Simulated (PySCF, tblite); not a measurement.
**C₄H₆BN: geometry, infrared bands, NMR shifts and spin-spin couplings**

What infrared bands, NMR shifts and spin-spin couplings should C₄H₆BN (`C#C/C=C\BN`) show?

Programs: tblite 0.8.0 and PySCF 2.14.0, with density-fitted response routines of our own. Each step states its level of theory. These are calculated values for one molecule in the gas phase, unless marked as measured. Atoms are numbered from 0 throughout.

## (1) Starting geometry

12 atoms, charge 0, multiplicity 1; geometry from: force field or distance geometry start.

Bonds of the start (Å): C0–C1 1.22, C1–C2 1.44, C2–C3 1.34, C3–B4 1.56, B4–N5 1.53, C0–H6 1.07, C2–H7 1.07, C3–H8 1.10, B4–H9 1.19, N5–H10 1.05, N5–H11 1.04.

## (2) Relaxing the molecule with GFN2-xTB

What the job is given:

```
{"job": {"kind": "relax", "xc": "GFN2-xTB", "basis": "xTB"}, "charge": 0, "multiplicity": 1}
C      1.757700     1.697100     0.148900
C      1.503200     0.516700    -0.026100
C      1.228200    -0.883100    -0.231200
C     -0.001200    -1.358900    -0.002100
B     -1.145900    -0.447100     0.537200
N     -2.025700     0.323400    -0.455800
H      1.957700     2.737300     0.272500
H      2.030700    -1.493000    -0.592100
H     -0.227400    -2.429400    -0.155200
H     -1.364500    -0.480500     1.708300
H     -2.307200     1.219700     0.016500
H     -1.404500     0.597000    -1.246900
```

The run is started by

```bash
$ OMP_NUM_THREADS=1 python probes_run.py task.json out
```

The driver reads the jobs from task.json and runs them one after another.

**Question.** This job is followed by: GFN2-xTB harmonic vibrations, gas phase; GIAO PBE0/pcSseg-1 NMR shielding, non-relativistic, gas phase; B3LYP/pcJ-1 indirect spin-spin coupling, non-relativistic, gas phase. Predict these results of the whole session: strongest single infrared mode (GFN2-xTB); zero-point energy (GFN2-xTB); 13C shifts against TMS (PBE0/pcSseg-1); 1H shifts against TMS (PBE0/pcSseg-1, means over atoms taken as alike); 11B shifts against BF3·OEt2 (PBE0/pcSseg-1); 15N shifts against NH3 (PBE0/pcSseg-1); largest coupling of the table (B3LYP/pcJ-1).

**Answer**, as computed:

```
                                                              quantity                             value
                             strongest single infrared mode (GFN2-xTB)             2594 cm⁻¹, 216 km/mol
                                          zero-point energy (GFN2-xTB)                     56.0 kcal/mol
                                13C shifts against TMS (PBE0/pcSseg-1)      154.5, 128.4, 94.5, 89.8 ppm
1H shifts against TMS (PBE0/pcSseg-1, means over atoms taken as alike)  6.88, 6.49, 5.37, 4.83, 3.14 ppm
                           11B shifts against BF3·OEt2 (PBE0/pcSseg-1)                          31.9 ppm
                                15N shifts against NH3 (PBE0/pcSseg-1)                         120.3 ppm
                           largest coupling of the table (B3LYP/pcJ-1)           1J(C,H) C0–H6, 264.8 Hz
```

**Reading.** Over 86 steps the energy fell by 0.840 eV; of the close pairs, B4–N5 changed most, 1.534 to 1.381 Å. All 30 modes are real, so the xTB geometry is a minimum. The strongest single mode, at 2594 cm⁻¹, moves mainly H9. GFN2-xTB is a fitted tight-binding method: band positions and strengths are rough. Its intensities can rank the bands wrongly. In the run at B3LYP/pcJ-1, the largest coupling of the table is C0–H6, 264.8 Hz, of which the Fermi-contact term gives 265.9 Hz. Couplings across rotatable bonds belong to this one conformer; where others are populated, the observed values are averages.
